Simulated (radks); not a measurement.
**Ag⁶⁺ in [Ar] 3d10 4s2 4p5.5 4d5 5s0.5: an all-electron calculation**

The task here is to estimate one member of a computed series from the others.

The numbers are computed with radks (a radial shooting solver on a logarithmic mesh, Libxc functionals) version 1 (scalar-relativistic Kohn-Sham, PBE, spin-unpolarised, spherical densities, finite nucleus), except any that are marked as measured or tabulated.

### The atom as given

* element: silver (Z = 47)
* charge: +6
* electrons: 41
* configuration: [Ar] 3d10 4s2 4p5.5 4d5 5s0.5
* nuclear rms radius: 4.5454 fm

Set-up of the first run:

Settings of this run:

```text
Z 47
configuration [Ar] 3d10 4s2 4p5.5 4d5 5s0.5 5p0 6s0 4f0 5d0
relativity scalar-relativistic
functional pbe,pbe
spin unpolarised
nucleus finite rms 4.5454 fm
c 137.035999084
```

Run with:

```
$ python run_ks.py task.json out
```

All runs below come from this command, one after another.

One of the session's tables, all rows but one given; the rest of the session is left out.

It belongs to the step «Shells». Sizes of the orbitals, from the radial functions (bohr):

```
level      <r>  outermost maximum (interpolated)  90 % within  nodes
   1s  0.03111                            0.0202       0.0558      0
   2s   0.1349                             0.114        0.208      1
   2p   0.1177                            0.0911        0.192      0
   3s   0.3682                             0.332        0.542      2
   3p   0.3671                             0.326        0.552      1
   3d   0.3450                             0.274        0.546      0
   4s   0.8842                             0.813         1.27      3
   4p   0.9486                             0.859         1.38      2
   4d    1.106                             0.959         1.66      1
   5s        ?                                 ?            ?      ?
   5p    2.155                              2.03         3.05      3
   4f    1.688                              1.35         2.68      0
   5d    2.618                              2.50         3.72      2
   6s    3.501                              3.53         4.86      5
```

**Question.** Estimate the row for 5s.

As computed: <r>: 1.949; outermost maximum (interpolated): 1.84; 90 % within: 2.75; nodes: 4. In the column «<r>» it lies between 4f (1.688) and 5p (2.155).
